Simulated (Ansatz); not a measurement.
# CH3Bi: the cost of one run

Method: the levels named in each step, in Ansatz 0.2.0.

### Step 1. Starting point

Bond lengths: C1–Bi2 2.288 Å, C1–H3 1.083 Å, C1–H4 1.083 Å, C1–H5 1.083 Å. Angles: Bi2–C1–H3 110.1°, Bi2–C1–H4 110.1°, Bi2–C1–H5 110.1°, H3–C1–H4 108.9°, H3–C1–H5 108.9°, H4–C1–H5 108.9°.

Structure file:

```xyz
5

C    -2.1283   -0.0395   -0.0413
Bi    0.1585    0.0029    0.0031
H    -2.4725   -0.8246   -0.7036
H    -2.5158   -0.2248    0.9532
H    -2.5107    0.9104   -0.3951
```

### Step 2. A rough first relaxation, PBE-D4/def2-SVP

This run stands in another session on the same molecule. It ended at:

```xyz
5

C    -2.1369   -0.0396   -0.0415
Bi    0.1695    0.0031    0.0033
H    -2.4726   -0.8460   -0.7217
H    -2.5170   -0.2298    0.9807
H    -2.5118    0.9367   -0.4047
```

### Step 3. Relaxation, PBE0-D4/def2-TZVPP

Input file input.yaml:

```yaml
crystal:
  periodic: [false, false, false]
  atoms:
    - { symbol: C, position_ang: [-2.13692541, -0.03960893, -0.04147808] }
    - { symbol: Bi, position_ang: [0.16946948, 0.00313715, 0.00328756] }
    - { symbol: H, position_ang: [-2.47255337, -0.84596339, -0.72167123] }
    - { symbol: H, position_ang: [-2.51704104, -0.22976046, 0.98071199] }
    - { symbol: H, position_ang: [-2.51176966, 0.93666564, -0.40465024] }
magnetization:
  spin_polarized: true
  initial_magnetization: 2
basis:
  gaussian: { orbitals: def2-TZVPP }
hamiltonian:
  xc: pbe0
  dispersion: d4
relax:
  f_tol: 0.002
  max_steps: 150
```

Started as:

```bash
ansatz run input.yaml --threads 4 --pin off --max-ram 10240MiB --backend cpu --events-out ev --progress --plain --runs-dir out
```

**Question.** How long does this run take on 4 threads of AMD EPYC (Zen 3), shared host, and how much memory does it need?

About 41 s, with a peak of 0.25 GiB.
